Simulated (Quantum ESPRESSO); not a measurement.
Crystal: NaCa6.

```xyz
7
Lattice="5.3758 0.0000 0.0000 0.0000 5.3758 0.0000 0.0000 0.0000 5.3758" Properties=species:S:1:pos:R:3 pbc="T T T"
Na    0.0000    0.0000    0.0000
Ca    1.1128    2.6879    2.6879
Ca    2.6879    1.1128    2.6879
Ca    4.2630    2.6879    2.6879
Ca    2.6879    4.2630    2.6879
Ca    2.6879    2.6879    1.1128
Ca    2.6879    2.6879    4.2630
```

The cell was built by a generator and needn't be a form met in nature.

Program: Quantum ESPRESSO 7.5. Alike in all runs: no spin polarisation; cell as given; k mesh 5 × 5 × 5.

Q: Order these runs on this cell by their pressure, lowest first.
A. level PBE; potentials or basis SSSP 1.3 efficiency PBE; cutoff (eV) 748; smearing fermi-dirac 0.05 eV
B. level WC; potentials or basis PseudoDojo 0.5 SR PBE stringent; cutoff (eV) 1197; smearing fermi-dirac 0.136 eV
C. level LDA+rVV10; potentials or basis PseudoDojo 0.4.1 SR PBEsol standard; cutoff (eV) 1197; smearing cold 0.1 eV; form of the LDA correlation PW92; rVV10 parameter b 6.3; dos occupations tetrahedra_opt

A: C (25.8 GPa), B (30.7 GPa), A (33.6 GPa).

Caveats: a pressure of tens of GPa on the cell as given is suspect, and the run, the potentials or the cell itself is likely at fault (some runs); the potentials were made for another functional, which shifts forces and pressure (some runs); rVV10's parameter b was fitted to another functional (some runs); so large a pressure means that the cell lies far from this level's equilibrium, or that cutoff or potentials fall short (some runs).
